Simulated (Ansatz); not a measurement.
# CH4B2O (SMILES BOB=C): single points off equilibrium

Aim: energy, forces and dipole at a structure displaced at random from a GFN2-xTB minimum, from CCSD(T) and from density functionals.

Program: Ansatz 0.2.0, Gaussian basis. Level of theory: single points in def2-TZVPP. These are calculated values, not measurements.

Correlated methods freeze the cores.

## (1) Where the work starts

8 atoms, charge 0, spin multiplicity 1.

Atoms are counted from 1 here; the program's logs count them from 0.

Bond lengths: B1–O2 1.342 Å, B1–H5 1.138 Å, B1–H6 1.151 Å, O2–B3 1.252 Å, B3–C4 1.445 Å, C4–H7 1.072 Å, C4–H8 0.967 Å. Angles: O2–B1–H5 114.8°, O2–B1–H6 118.8°, H5–B1–H6 126.3°, B1–O2–B3 176.2°, O2–B3–C4 176.0°, B3–C4–H7 120.7°, B3–C4–H8 123.6°, H7–C4–H8 115.2°.

Geometry (Å):

```xyz
8
charge 0, multiplicity 1
B    -1.4683   -1.3049    0.3865
O    -0.4540   -0.4898    0.0573
B     0.4649    0.3240   -0.1918
C     1.4877    1.3221   -0.4049
H    -2.4737   -0.7878    0.5140
H    -1.2450   -2.4167    0.5823
H     1.2250    2.3448   -0.5920
H     2.4273    1.1135   -0.5022
```

## (2) CCSD(T)/def2-TZVPP

Input file run/in.yaml:

```yaml
crystal:
  periodic: [false, false, false]
  atoms:
    - {symbol: B, position_ang: [-1.468300, -1.304900, 0.386500]}
    - {symbol: O, position_ang: [-0.454000, -0.489800, 0.057300]}
    - {symbol: B, position_ang: [0.464900, 0.324000, -0.191800]}
    - {symbol: C, position_ang: [1.487700, 1.322100, -0.404900]}
    - {symbol: H, position_ang: [-2.473700, -0.787800, 0.514000]}
    - {symbol: H, position_ang: [-1.245000, -2.416700, 0.582300]}
    - {symbol: H, position_ang: [1.225000, 2.344800, -0.592000]}
    - {symbol: H, position_ang: [2.427300, 1.113500, -0.502200]}
basis:
  gaussian: {orbitals: def2-TZVPP}
correlation: {method: ccsd_t}
output: {forces: true}
```

Started as:

```console
$ ansatz run in.yaml --threads 4 --pin off --events-out ev --progress --plain --max-ram 5222MiB
```

## (3) PBE0-D4/def2-TZVPP

run/in.yaml: that of step 2 with these lines changed.

```diff
@@ -13,3 +13,3 @@
   gaussian: {orbitals: def2-TZVPP}
-correlation: {method: ccsd_t}
-output: {forces: true}
+hamiltonian: {xc: pbe0, dispersion: d4}
+output: {forces: true, orbitals: {seedname: orbitals}}
```

## (4) wB97M-V/def2-TZVPP

run/in.yaml: that of step 3 with these lines changed.

```diff
@@ -13,3 +13,3 @@
   gaussian: {orbitals: def2-TZVPP}
-hamiltonian: {xc: pbe0, dispersion: d4}
-output: {forces: true, orbitals: {seedname: orbitals}}
+hamiltonian: {xc: {name: wB97M-V}}
+output: {forces: true}
```

## (5) r2SCAN-D4/def2-TZVPP

run/in.yaml: that of step 4 with these lines changed.

```diff
@@ -13,3 +13,3 @@
   gaussian: {orbitals: def2-TZVPP}
-hamiltonian: {xc: {name: wB97M-V}}
+hamiltonian: {xc: r2scan, dispersion: d4}
 output: {forces: true}
```

## (6) PBE-D4/def2-TZVPP

run/in.yaml: that of step 5 with these lines changed.

```diff
@@ -13,3 +13,3 @@
   gaussian: {orbitals: def2-TZVPP}
-hamiltonian: {xc: r2scan, dispersion: d4}
+hamiltonian: {xc: pbe, dispersion: d4}
 output: {forces: true}
```

## (7) B97M-V/def2-TZVPP

run/in.yaml: that of step 6 with these lines changed.

```diff
@@ -13,3 +13,3 @@
   gaussian: {orbitals: def2-TZVPP}
-hamiltonian: {xc: pbe, dispersion: d4}
+hamiltonian: {xc: {name: B97M-V}}
 output: {forces: true}
```

## (8) BHLYP-D4/def2-TZVPP

run/in.yaml: that of step 7 with these lines changed.

```diff
@@ -13,3 +13,3 @@
   gaussian: {orbitals: def2-TZVPP}
-hamiltonian: {xc: {name: B97M-V}}
+hamiltonian: {xc: {name: BHLYP}, dispersion: d4}
 output: {forces: true}
```

(Steps that only read results are left out.)

Q: Predict the outcome of this session. Wanted: energy less free atoms, CCSD(T)/def2-TZVPP; RMS force component; RMS force error; HOMO and LUMO, PBE0-D4; T1 diagnostic.

As calculated:

| quantity | value |
| --- | --- |
| energy less free atoms, CCSD(T)/def2-TZVPP | -3090.6 kJ/mol |
| RMS force component | 2.045 to 2.143 eV/Å over the methods |
| RMS force error | PBE0-D4 0.162, wB97M-V 0.128, r2SCAN-D4 0.145, PBE-D4 0.161, B97M-V 0.187, BHLYP-D4 0.215 eV/Å |
| HOMO and LUMO, PBE0-D4 | -5.93 and -1.56 eV |
| T1 diagnostic | 0.017 |

Against CCSD(T) the functionals' energies less atoms differ by -178.9 to -34.7 kJ/mol, PBE-D4 by -178.9 kJ/mol. The reference is not at the basis limit: in triple zeta CCSD(T) underbinds, which counts against methods that bind more; the gaps are no ranking. On forces the order runs from wB97M-V to BHLYP-D4. Frozen-core CCSD(T) forces in triple zeta carry basis errors of their own, and this is one geometry, so small gaps rank nothing.
